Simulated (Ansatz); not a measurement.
**Ca2BeCl6: a trial structure relaxed**

The task: take a trial cell of Ca2BeCl6 to zero force and stress.

Computed with Ansatz 0.2.0 (DFT PBE, scalar-relativistic, plane waves, PAW, unless a step's input says otherwise).

### 1 The system as given

The structure is cubic, space group Fm-3m (No. 225). Conventional cell: a = 9.071 Å, b = 9.071 Å, c = 9.071 Å, α = 90.00°, β = 90.00°, γ = 90.00°. Ca (site symmetry -43m) has 12 Cl at 3.21 Å as nearest neighbours. Be (site symmetry m-3m) is surrounded by 6 Cl at 2.27 Å. Cl (site symmetry 4mm) has 1 Be at 2.27 Å and 4 Ca at 3.21 Å as nearest neighbours.

As a file:

```cif
data_structure
_symmetry_space_group_name_H-M 'Fm-3m'
_symmetry_Int_Tables_number 225
_cell_length_a 9.0705
_cell_length_b 9.0705
_cell_length_c 9.0705
_cell_angle_alpha 90.000
_cell_angle_beta 90.000
_cell_angle_gamma 90.000
_cell_volume 746.28
loop_
_atom_site_label
_atom_site_type_symbol
_atom_site_symmetry_multiplicity
_atom_site_Wyckoff_symbol
_atom_site_fract_x
_atom_site_fract_y
_atom_site_fract_z
_atom_site_occupancy
Ca1 Ca 8 c 0.25000 0.75000 0.75000 1
Be1 Be 4 a 0.00000 0.00000 0.00000 1
Cl1 Cl 24 e 0.25000 0.00000 0.00000 1
```

The cell is invented: ordered vacancies on the cation sites of perovskite (Fm-3m, No. 225). Its size is a rough estimate.

### 2 The guess as it stands, on a coarse mesh

input.yaml

```yaml
crystal:
  lattice:
    - [0.0, 4.53527152, 4.53527152]
    - [4.53527152, 0.0, 4.53527152]
    - [4.53527152, 4.53527152, 0.0]
  atoms:
    - { symbol: Ca, position: [0.25, 0.25, 0.25] }
    - { symbol: Ca, position: [0.75, 0.75, 0.75] }
    - { symbol: Be, position: [0.0, 0.0, 0.0] }
    - { symbol: Cl, position: [0.75, 0.25, 0.25] }
    - { symbol: Cl, position: [0.25, 0.75, 0.75] }
    - { symbol: Cl, position: [0.25, 0.75, 0.25] }
    - { symbol: Cl, position: [0.75, 0.25, 0.75] }
    - { symbol: Cl, position: [0.25, 0.25, 0.75] }
    - { symbol: Cl, position: [0.75, 0.75, 0.25] }
basis:
  ecutwfc: 420
kpoints:
  mp_grid: { grid: [4, 4, 4] }
hamiltonian:
  xc: pbe
scf:
  occupations: { method: gaussian, width: 0.1 }
  lower_state_search: "off"
output:
  forces: true
  stress: true
  eigenvalues: true
```

The run is started by

```bash
> ansatz run input.yaml --threads 1 --pin off --max-ram 2048MiB --backend cpu --events-out ev --progress --plain --runs-dir out
```

The session goes on with these runs: coarse relaxation; final relaxation.

Q: Predict the outcome of this session. Wanted: conventional cell; volume; energy over the elements; gap on the mesh.

As calculated:

| quantity | value |
| --- | --- |
| symmetry at the end (tolerance 0.02 Å) | space group Fm-3m (No. 225) |
| conventional cell | a = 9.141 Å, b = 9.141 Å, c = 9.141 Å, α = 90.00°, β = 90.00°, γ = 90.00° |
| volume | 21.21 Å³/atom |
| energy over the elements (uncorrected; H, N, O, F and Cl as molecules) | -1.77 eV/atom |
| gap on the mesh | 3.60 eV |

**Reading.** The space group Fm-3m (No. 225) is kept, and the volume per atom grows by 2.3 % from the first guess. A negative formation energy is needed for stability but isn't enough; other structures and compounds were not set against it here. No finished test with a distortion of lower symmetry is shown, so the end may be a saddle point.
